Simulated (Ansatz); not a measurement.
# GaO₂ (doublet): from Hartree-Fock to the top rungs at a displaced geometry (v2), cc-pVDZ

One table from this session's results is given with a row withheld; the runs are named, their logs left out.

Method: cc-pVDZ, core rule «outside noble gas», up to 16 orbitals frozen; program: Ansatz 0.2.0, Gaussian basis.

The runs, in order: UHF; CCSD(T) on ROHF; CCSD(T) on UHF; BCCD(T) on ROHF; CISD as a restricted active space (open shells left free, so some higher excitations enter); CCSDT(Q) on ROHF; CCSDT(Q) on UHF.

30 further runs of the same task are left out: 9 for a known fault of the program, 6 that didn't finish, 15 set aside as unsound or not needed. Runs told in other sessions of the task aren't counted.

## What is computed

The geometry is a PBE0/def2-TZVP stationary point (not a proven minimum) with its atoms shifted at random (size 0.100 Å). No spin-orbit coupling is included. The filled d shell of Ga may be among the frozen orbitals whatever the setting's name suggests.

3 atoms, charge 0, spin multiplicity 2.

Atoms are counted from 1 here; the program's logs count them from 0.

Bond lengths: Ga1–O2 1.853 Å, O2–O3 1.303 Å. Angles: Ga1–O2–O3 171.4°.

As a file:

```
Ga    0.0844    0.0052    1.6640
O    -0.0805    0.0136   -0.1817
O    -0.0039   -0.0188   -1.4823
```

Set-up of the first run:

in.yaml

```yaml
crystal:
  periodic: [false, false, false]
  atoms:
    - {symbol: Ga, position_ang: [0.084376, 0.005225, 1.663998]}
    - {symbol: O, position_ang: [-0.080498, 0.013599, -0.181709]}
    - {symbol: O, position_ang: [-0.003878, -0.018825, -1.482289]}
basis:
  gaussian: {orbitals: cc-pVDZ}
magnetization: {spin_polarized: true, initial_magnetization: 1}
hamiltonian: {xc: hf}
output: {orbitals: {seedname: orbitals}}
```

Launch:

```console
$ ansatz run in.yaml --threads 1 --pin off --events-out ev --progress --plain --max-ram 2393MiB
```

Among the steps run: UHF; CCSD(T) on ROHF; CCSD(T) on UHF; BCCD(T) on ROHF; CISD as a restricted active space (open shells left free, so some higher excitations enter); CCSDT(Q) on ROHF; CCSDT(Q) on UHF.

One table of the session follows, with a row left open; its other results are not shown here.

```
   method  from UCCSDT(Q) (kJ/mol)
     ROHF                  +1114.3
      UHF                  +1099.5
     RMP2                   +101.9
     UMP2                   +103.7
    RCCSD                    +40.1
    UCCSD                    +39.7
 RCCSD(T)                     +8.0
 UCCSD(T)                     +8.0
  BCCD(T)                        ?
   RCCSDT                     +5.0
   UCCSDT                     +4.9
RCCSDT(Q)                     +0.9
UCCSDT(Q)                        0
```

Q: Estimate the row for BCCD(T) from the others.

As computed: from UCCSDT(Q) (kJ/mol): +7.4. In the column «from UCCSDT(Q) (kJ/mol)» it lies between RCCSDT (+5.0) and RCCSD(T) (+8.0).

Not comparable, so not listed: CISD as a restricted active space (open shells left free, so some higher excitations enter) (they don't share determinant, frozen orbitals or solution with the rows shown, or repeat one).

Limits of these values: Restricted and unrestricted rows rest on different reference determinants; a gap between their highest levels can come from leftover correlation error, from unlike frozen cores or from another state.
